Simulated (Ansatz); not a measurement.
# Al2GaP3: the cost of one run

Program: Ansatz 0.2.0. Level of theory: DFT PBE, scalar-relativistic, plane waves, PAW. These are calculated values, not measurements.

## (1) The starting structure

It takes space group I-4m2 (No. 119, tetragonal). The conventional cell has a = 3.895 Å, b = 3.895 Å, c = 16.514 Å, α = 90.00°, β = 90.00°, γ = 90.00°. Al (site symmetry 2mm) is surrounded by 4 P at 2.38 Å. Ga (site symmetry -4m2) is surrounded by 4 P at 2.39 Å. P (site symmetry 2mm) has 2 Al at 2.38 Å and 2 Ga at 2.39 Å as nearest neighbours. P (site symmetry -4m2) is surrounded by 4 Al at 2.38 Å.

Coordinates:

```cif
data_structure
_symmetry_space_group_name_H-M 'I-4m2'
_symmetry_Int_Tables_number 119
_cell_length_a 3.8950
_cell_length_b 3.8950
_cell_length_c 16.5143
_cell_angle_alpha 90.000
_cell_angle_beta 90.000
_cell_angle_gamma 90.000
_cell_volume 250.54
loop_
_atom_site_label
_atom_site_type_symbol
_atom_site_symmetry_multiplicity
_atom_site_Wyckoff_symbol
_atom_site_fract_x
_atom_site_fract_y
_atom_site_fract_z
_atom_site_occupancy
Al1 Al 4 e 0.50000 0.50000 0.16668 1
Ga1 Ga 2 a 0.00000 0.00000 0.00000 1
P1 P 4 f 0.50000 0.00000 0.41629 1
P2 P 2 c 0.00000 0.50000 0.25000 1
```

The start is the relaxed end of an invented cell (made as: elements ordered on the sites of the GaP type, Al/Ga on Ga (I-4m2, No. 119)), taken up again for a closer look.

## (2) The guess as it stands, on a coarse mesh

input.yaml reads:

```yaml
crystal:
  lattice:
    - [-1.947516, 1.947516, 8.2571738]
    - [1.947516, -1.947516, 8.2571738]
    - [1.947516, 1.947516, -8.2571738]
  atoms:
    - { symbol: Al, position: [0.666677, 0.666677, 0.0] }
    - { symbol: Al, position: [0.333323, 0.333323, 0.0] }
    - { symbol: Ga, position: [0.0, 0.0, 0.0] }
    - { symbol: P, position: [0.416295, 0.916295, 0.5] }
    - { symbol: P, position: [0.083705, 0.583705, 0.5] }
    - { symbol: P, position: [0.75, 0.25, 0.5] }
basis:
  ecutwfc: 420
kpoints:
  mp_grid: { grid: [6, 6, 6] }
hamiltonian:
  xc: pbe
scf:
  occupations: { method: gaussian, width: 0.1 }
  lower_state_search: "off"
output:
  forces: true
  stress: true
  eigenvalues: true
```

Run with:

```
$ ansatz run input.yaml --threads 4 --pin off --max-ram 8192MiB --backend cpu --events-out ev --progress --plain --runs-dir out
```

**Question.** How long does this run take on 4 threads of Arm Neoverse V2, shared host, and how much memory does it need?

About 2.4 s, with a peak of 0.4 GiB.
